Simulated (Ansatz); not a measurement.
**AlSn under changes of volume**

One of the cells (25.236 Å³/atom); the others are scaled copies at fixed shape and fractional positions:

```
Sn Al
1.0
     4.19811    0.00000    0.00000
    -2.09905    3.63567    0.00000
     0.00000    0.00000    3.30685
Sn Al
1 1
Direct
  0.33333 0.66667 0.50000
  0.00000 0.00000 0.00000
```

The cell comes from a database or a generator and needn't be the stable form of this composition.

| Quantity | Value |
| --- | --- |
| Program | Ansatz 0.2.0 |
| Functional | PBE |
| Potentials or basis | Ansatz PAW |
| Cutoff | 420 eV (not typed: the program's choice for these potentials) |
| k mesh | 7 × 7 × 8 |
| Occupations | fermi-dirac, width 0.05 eV |
| Spin | no spin polarisation |

```tsv
volume (Å³/atom)	energy over the lowest point (meV/atom)	pressure (GPa)
23.722	19.12	3.9
24.227	8.79	2.6
24.731	?	?
25.236	0.00	0.2
25.741	0.73	-0.7
26.245	4.38	-1.6
26.750	10.49	-2.3
```

Task: What does the run at 24.731 Å³/atom give?

Result: Energy over the lowest point 2.56 meV/atom; pressure 1.3 GPa.

Worked out: A Birch-Murnaghan fit of order 3 (a polynomial in V^(-2/3)) to the other rows has its minimum at 25.37 Å³/atom with B0 = V·E''(V) = 50 GPa and B' = 5.1 at fixed shape and positions, which overstates the stiffness. It gives 2.56 meV/atom at 24.731 Å³/atom, against the run's 2.56, and -dE/dV = 1.4 GPa, against 1.3.

Energies are extrapolated to zero smearing.
